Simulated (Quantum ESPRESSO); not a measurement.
Crystal: HPbNO4.

```
CELL_PARAMETERS angstrom
3.85404 0.14384 0.09012
-0.25320 5.52698 0.16471
-0.48197 -1.92720 5.72025
ATOMIC_POSITIONS crystal
H 0.10913 0.65718 0.54463
Pb 0.61029 0.52127 0.15100
N 0.91580 0.96263 0.95867
O 0.01384 0.13639 0.88084
O 0.72398 0.01057 0.12858
O 0.00389 0.73732 0.87043
O 0.11927 0.59324 0.37651
```

The cell was built by a generator and needn't be a form met in nature.

Base run:

| Item | Value |
| --- | --- |
| Program | Quantum ESPRESSO 7.5 |
| Functional | AM05 |
| Potentials or basis | SG15 PBE 1.2 |
| Cutoff | 1197 eV |
| Density cutoff | 4789 eV |
| k mesh | 4 × 3 × 3 |
| Occupations | fermi-dirac, width 0.05 eV |
| Spin | no spin polarisation |

Its results: band gap on the k mesh 3.24 eV, indirect (least direct gap 3.32 eV); pressure -0.8 GPa; largest force 0.361 eV/Å.

The run is repeated on the same cell with these changes: functional from AM05 to PBE; k mesh from 4 × 3 × 3 to 3 × 2 × 2. What comes out?

Band gap on the k mesh 3.16 eV, indirect (least direct gap 3.26 eV); pressure 0.2 GPa; largest force 0.123 eV/Å.

Several settings changed at once, so the effect can't be laid on one alone.

Caveats: some runs use coarse meshes; spin-orbit coupling is left out, which as a rule narrows the gap of such compounds by several tenths of an eV; the potentials were made for another functional, which shifts forces and pressure (some runs); the mesh misses the band edges, which the band path finds closer together (some runs); an odd mesh through Γ misses points on the zone boundary, where band edges often lie (some runs).

Not every run made on this cell is shown here.
